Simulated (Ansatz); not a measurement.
# C₃H₈SSi: one species, many methods

The task here is to estimate one member of a computed series from the others.

Program: Ansatz 0.2.0, Gaussian basis. Level of theory: functionals in def2-TZVPP, the program's frozen cores in correlated methods. These are calculated values, not measurements.

The runs, in order: LDA (SPW92), PBE-D4, revPBE-D4, BLYP-D4, r2SCAN-D4, B97M-V, PBE0-D4, B3LYP-D4, r2SCANh-D4, r2SCAN0-D4, HSE06-D4, BHLYP-D4, CAM-B3LYP-D4, LC-ωPBE, ωB97X-V, ωB97M-V, B2PLYP, PBE-QIDH; CCSD(T)/def2-SVP; CCSD(T)/def2-TZVPP; MP2/def2-QZVPP; extrapolation to the limit; RPA on PBE.

## Structure used throughout

The geometry comes from an earlier relaxation with PBE0-D4 in a triple-zeta def2 set; it is a stationary point, not always the lowest conformer.

SMILES `CC[Si]SC`, 13 atoms, charge 0, spin multiplicity 1.

Atoms are counted from 1 here; the program's logs count them from 0.

Bond lengths: C1–C2 1.533 Å, C1–H6 1.094 Å, C1–H7 1.093 Å, C1–H8 1.093 Å, C2–Si3 1.911 Å, C2–H9 1.093 Å, C2–H10 1.095 Å, Si3–S4 2.119 Å, S4–C5 1.815 Å, C5–H11 1.089 Å, C5–H12 1.088 Å, C5–H13 1.090 Å. Angles: C2–C1–H6 111.6°, C2–C1–H7 111.4°, C2–C1–H8 111.8°, H6–C1–H7 107.2°, H6–C1–H8 106.9°, H7–C1–H8 107.6°, C1–C2–Si3 108.6°, C1–C2–H9 110.7°, C1–C2–H10 109.3°, Si3–C2–H9 113.8°, Si3–C2–H10 107.3°, H9–C2–H10 107.0°, C2–Si3–S4 102.7°, Si3–S4–C5 112.3°, S4–C5–H11 110.6°, S4–C5–H12 111.2°, S4–C5–H13 107.0°, H11–C5–H12 109.8° and more.

The first run:

File in.yaml:

```yaml
crystal:
  periodic: [false, false, false]
  atoms:
    - {symbol: C, position_ang: [-1.535185, 0.536908, -0.572418]}
    - {symbol: C, position_ang: [-0.787609, -0.801231, -0.612532]}
    - {symbol: Si, position_ang: [0.697178, -0.635325, -1.803453]}
    - {symbol: S, position_ang: [2.233261, 0.089548, -0.536215]}
    - {symbol: C, position_ang: [1.707754, 0.182021, 1.198693]}
    - {symbol: H, position_ang: [-1.827165, 0.866308, -1.574253]}
    - {symbol: H, position_ang: [-2.449232, 0.465260, 0.022684]}
    - {symbol: H, position_ang: [-0.921336, 1.332728, -0.142232]}
    - {symbol: H, position_ang: [-0.510042, -1.118711, 0.395799]}
    - {symbol: H, position_ang: [-1.449170, -1.572947, -1.020886]}
    - {symbol: H, position_ang: [1.539453, -0.815790, 1.601247]}
    - {symbol: H, position_ang: [0.804895, 0.780426, 1.305620]}
    - {symbol: H, position_ang: [2.517798, 0.656005, 1.752546]}
basis:
  gaussian: {orbitals: def2-TZVPP}
hamiltonian: {xc: lda}
output: {orbitals: {seedname: orbitals}}
```

Launch:

```
$ ansatz run in.yaml --threads 4 --pin off --events-out ev --progress --plain --max-ram 10444MiB
```

Among the steps run: LDA; PBE-D4 (GGA); revPBE-D4 (GGA); BLYP-D4 (GGA); r2SCAN-D4 (meta-GGA); B97M-V (meta-GGA); B3LYP-D4 (hybrid); r2SCANh-D4 (hybrid); r2SCAN0-D4 (hybrid); HSE06-D4 (hybrid); BHLYP-D4 (hybrid); CAM-B3LYP-D4 (range-separated); LC-ωPBE (range-separated); ωB97X-V (range-separated); ωB97M-V (range-separated); B2PLYP (double hybrid); PBE-QIDH (double hybrid).

One of the session's tables, all rows but one given; the rest of the session is left out.

```
  functional  HOMO (eV)  LUMO (eV)  gap (eV)
 LDA (SPW92)      -5.33      -2.85      2.48
      PBE-D4      -5.23      -2.67      2.55
   revPBE-D4      -5.18      -2.60      2.58
     BLYP-D4      -5.10      -2.51      2.59
   r2SCAN-D4      -5.41      -2.58      2.83
      B97M-V      -5.49      -2.53      2.96
     PBE0-D4      -6.26      -1.90      4.36
    B3LYP-D4          ?          ?         ?
  r2SCANh-D4      -5.80      -2.29      3.51
  r2SCAN0-D4      -6.38      -1.85      4.53
    HSE06-D4      -5.87      -2.28      3.60
    BHLYP-D4      -7.20      -0.99      6.22
CAM-B3LYP-D4      -7.54      -0.83      6.71
     LC-ωPBE      -8.82       0.19      9.01
     ωB97X-V      -8.50       0.12      8.62
     ωB97M-V      -8.34       0.01      8.35
```

Q: Estimate the row for B3LYP-D4 from the others.

Worked estimate for «HOMO (eV)». Against the share of exact exchange, BLYP-D4 (0, -5.10), BHLYP-D4 (0.5, -7.20) give a slope of -4.20 per unit share; at 0.2 the line stands at -5.94.

As computed: HOMO (eV): -6.09; LUMO (eV): -2.06; gap (eV): 4.03. In «HOMO (eV)» the line misses by +0.15.
